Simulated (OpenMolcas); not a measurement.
# Cr⁴⁺ among point charges: CASSCF and CASPT2 levels and susceptibility

How does a field of 4 point charges split the states of Cr⁴⁺, and what χT follows?

Method: state-averaged CASSCF and CASPT2, spin-orbit coupling by RASSI with atomic mean-field integrals. Code: OpenMolcas 26.06.

**1. Starting point**

* Species: Cr⁴⁺ (chromium, Z = 24, 20 electrons)
* Basis: ANO-RCC-VDZP [5s4p2d1f], 34 functions
* Scalar Hamiltonian: DKH2, point nucleus
* Inactive shells: 1s 2s 2p 3s 3p
* Active space: 2 electrons in 5 orbitals (3d)
* Some configurations of this space: 3d2
* Orbitals: optimised for each spin and parity, averaged over all roots

Outer shells as boxes (Hund's rule):

3d2
```
3d [↑ ][↑ ][  ][  ][  ]
```

The ion sits among 4 point charges of -2 e arranged as a tetrahedron (Td), 2.25 Å from the ion.

Each step is its own input file, run in one work folder so that later steps find the files of earlier ones. Labels, J, g values, rates, χT and fits are worked out afterwards by a script from the matrices that RASSI stores.

**2. One- and two-electron integrals**

Input file a.inp:

```
&GATEWAY
Coord
1

Cr 0.0 0.0 0.0
Basis=ANO-RCC-VDZP
Group=NoSym
NoMove
AngMom=0.0 0.0 0.0
AMFI
XField
4 Angstrom 0
1.299038 1.299038 1.299038 -2.000000
1.299038 -1.299038 -1.299038 -2.000000
-1.299038 1.299038 -1.299038 -2.000000
-1.299038 -1.299038 1.299038 -2.000000
&SEWARD
```

**3. CASSCF: triplets, 10 roots**

Input file a.inp:

```
&RASSCF
FileOrb=start.orb
Symmetry=1
Spin=3
nActEl=2 0 0
Inactive=9
Ras2=5
CIRoot=10 10 1
SDav=10
CIMx=300
Iter=120 100
PrWF=0.3
OrbListing=Nothing
MaxOrb=0
>>> COPY $Project.JobIph JOB001
```

start.orb holds the contracted functions of the basis, ordered by shell, or the orbitals of the step before.

**4. CASSCF: singlets, 15 roots**

Input file a.inp:

```
&RASSCF
FileOrb=start.orb
Symmetry=1
Spin=1
nActEl=2 0 0
Inactive=9
Ras2=5
CIRoot=15 15 1
SDav=15
CIMx=300
Iter=120 100
PrWF=0.3
OrbListing=Nothing
MaxOrb=0
>>> COPY $Project.JobIph JOB002
```

**5. State interaction with spin-orbit coupling**

Input file a.inp:

```
&RASSI
NrOfJobIphs=2 10 15
1 2 3 4 5 6 7 8 9 10
1 2 3 4 5 6 7 8 9 10 11 12 13 14 15
IphNames
JOB001
JOB002
EJob
SpinOrbit
DIPRint=1.0
SOCoupling=1000.0
Subsets=2
Property=9
'ANGMOM' 1 'ANGMOM' 2 'ANGMOM' 3 'MLTPL  1' 1 'MLTPL  1' 2 'MLTPL  1' 3
'AMFI' 1 'AMFI' 2 'AMFI' 3
SOProperty=3
'ANGMOM' 1 'ANGMOM' 2 'ANGMOM' 3
```

**6. CASPT2: IPEA 0.25, imaginary shift 0.1 (closed shells correlated: 3s 3p)**

Input file a.inp:

```
>>> COPY JOB001 $Project.JobIph
&CASPT2
Multistate=10 1 2 3 4 5 6 7 8 9 10
NoMult
Frozen=5
IPEA=0.25
Imaginary=0.1
MaxIter=60
WThr=0.0 0.3 0.05
PrWF=0.5
NoMix
>>> COPY JOB002 $Project.JobIph
&CASPT2
Multistate=15 1 2 3 4 5 6 7 8 9 10 11 12 13 14 15
NoMult
Frozen=5
IPEA=0.25
Imaginary=0.1
MaxIter=60
WThr=0.0 0.3 0.05
PrWF=0.5
NoMix
```

(Steps that only read results are left out.)

What does the calculation give? Wanted: spin-free ground state; first state of the same spin within the active space; lowest level; next level.

**Answer**, as computed:

| quantity | value |
| --- | --- |
| method | SS-CASPT2, IPEA 0.25, imaginary shift 0.1 (closed shells correlated: 3s 3p) |
| spin-free ground state | 3A2, 1-fold in its orbital part |
| first state of the same spin within the active space | 3T2 at 665 cm⁻¹ |
| lowest level | 3-fold T2 |
| next level | 566.5 cm⁻¹ |
| χT at 300 K | 0.57 cm³ K/mol |
| effective moment at 300 K | 2.13 μB |

Cost by method:

| method | time of its own steps | time with the reference |
| --- | --- | --- |
| A. CASSCF | 4.5 s | 4.5 s |
| B. SS-CASPT2, IPEA 0.25, imaginary shift 0.1, +3s 3p | 1.8 s | 6.3 s |

Times are of one thread on a shared host.

What this shows: The spin-free ground state (3A2) comes to 100 % from free-ion F terms and keeps the highest spin of the shell. χT at 300 K is 0.57, against 1.00 cm³ K/mol for the spin alone, so spin-orbit coupling lowers it. CASPT2 does not keep the components of a term degenerate, and the means are used. The field of point charges can differ much from that of real complexes. Point charges carry no covalency, so the field is a model and not that of real ligands.
